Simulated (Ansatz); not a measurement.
**CH₅FOSi₂: one species, many methods**

How much do the methods differ for CH₅FOSi₂? The plan is to run it at one geometry with functionals of several rungs and with coupled cluster, and see how far each lands from CCSD(T) at the basis-set limit for the atomisation energy.

Method: functionals in def2-TZVPP, the program's frozen cores in correlated methods; program: Ansatz 0.2.0, Gaussian basis.

Plan: PBE-D4, r2SCAN-D4, PBE0-D4, B3LYP-D4, ωB97X-V, ωB97M-V, B2PLYP; CCSD(T)/def2-TZVPP; MP2/def2-QZVPP; extrapolation to the limit.

## Step 1: The relaxed structure

All runs share one geometry, relaxed beforehand with PBE0-D4 in a triple-zeta def2 set.

SMILES `O=C[SiH](F)[SiH3]`, 10 atoms, charge 0, spin multiplicity 1.

Atoms are counted from 1 here; the program's logs count them from 0.

Bond lengths: O1–C2 1.206 Å, C2–Si3 1.921 Å, C2–H6 1.116 Å, Si3–F4 1.607 Å, Si3–Si5 2.344 Å, Si3–H7 1.486 Å, Si5–H8 1.485 Å, Si5–H9 1.486 Å, Si5–H10 1.486 Å. Angles: O1–C2–Si3 119.0°, O1–C2–H6 120.0°, Si3–C2–H6 121.0°, C2–Si3–F4 108.6°, C2–Si3–Si5 109.4°, C2–Si3–H7 107.0°, F4–Si3–Si5 110.8°, F4–Si3–H7 108.1°, Si5–Si3–H7 112.7°, Si3–Si5–H8 108.5°, Si3–Si5–H9 109.8°, Si3–Si5–H10 109.5°, H8–Si5–H9 109.8°, H8–Si5–H10 109.8°, H9–Si5–H10 109.4°.

## Step 2: PBE-D4 (GGA)

in.yaml

```yaml
crystal:
  periodic: [false, false, false]
  atoms:
    - {symbol: O, position_ang: [-0.572571, 2.177161, 0.968256]}
    - {symbol: C, position_ang: [-0.340721, 1.115240, 1.491128]}
    - {symbol: Si, position_ang: [0.713221, -0.179984, 0.541658]}
    - {symbol: F, position_ang: [0.835324, -1.503313, 1.445817]}
    - {symbol: Si, position_ang: [-0.309793, -0.665206, -1.510661]}
    - {symbol: H, position_ang: [-0.742082, 0.894196, 2.508447]}
    - {symbol: H, position_ang: [2.072676, 0.398008, 0.381191]}
    - {symbol: H, position_ang: [-0.363604, 0.580910, -2.316687]}
    - {symbol: H, position_ang: [0.477565, -1.697862, -2.233762]}
    - {symbol: H, position_ang: [-1.686913, -1.170350, -1.272487]}
basis:
  gaussian: {orbitals: def2-TZVPP}
hamiltonian: {xc: pbe, dispersion: d4}
output: {forces: true, orbitals: {seedname: orbitals}}
```

Command:

```console
> ansatz run in.yaml --threads 4 --pin off --events-out ev --progress --plain --max-ram 10444MiB
```

The runs that follow: r2SCAN-D4 (meta-GGA); PBE0-D4 (hybrid); B3LYP-D4 (hybrid); ωB97X-V (range-separated); ωB97M-V (range-separated); B2PLYP (double hybrid); CCSD(T) in def2-TZVPP; MP2 in def2-QZVPP.

Q: Predict the results of all the runs planned. Wanted: atomisation energy, CCSD(T)/CBS; farthest; mean size of error, hybrid; mean size of error, range-separated; gap, smallest and largest; T1 diagnostic; triples share of the correlation energy.

As calculated:

```
                               quantity                                  value
        atomisation energy, CCSD(T)/CBS                          3547.7 kJ/mol
 functionals within 17.7 kJ/mol (0.5 %)  r2SCAN-D4, B3LYP-D4, ωB97X-V, ωB97M-V
                               farthest                  B2PLYP (-49.8 kJ/mol)
             mean size of error, hybrid                            24.6 kJ/mol
    mean size of error, range-separated                            10.1 kJ/mol
              gap, smallest and largest   2.75 eV (PBE-D4), 10.04 eV (ωB97X-V)
                          T1 diagnostic                                 0.0149
triples share of the correlation energy                                  3.6 %
```

What this shows: PBE-D4 is off by +42.0 kJ/mol. Double hybrids carry the basis error of their MP2 part in triple zeta, and no dispersion term here, so their miss is partly the set-up's. Misses under about 17.7 kJ/mol are within the doubt on the reference itself, which lacks core-valence correlation, relativity and higher excitations. Hartree-Fock recovers 72 % of the binding; the rest is correlation. The gap grows from 2.7 to 10.0 eV across the functionals, mostly with the share of exact exchange.
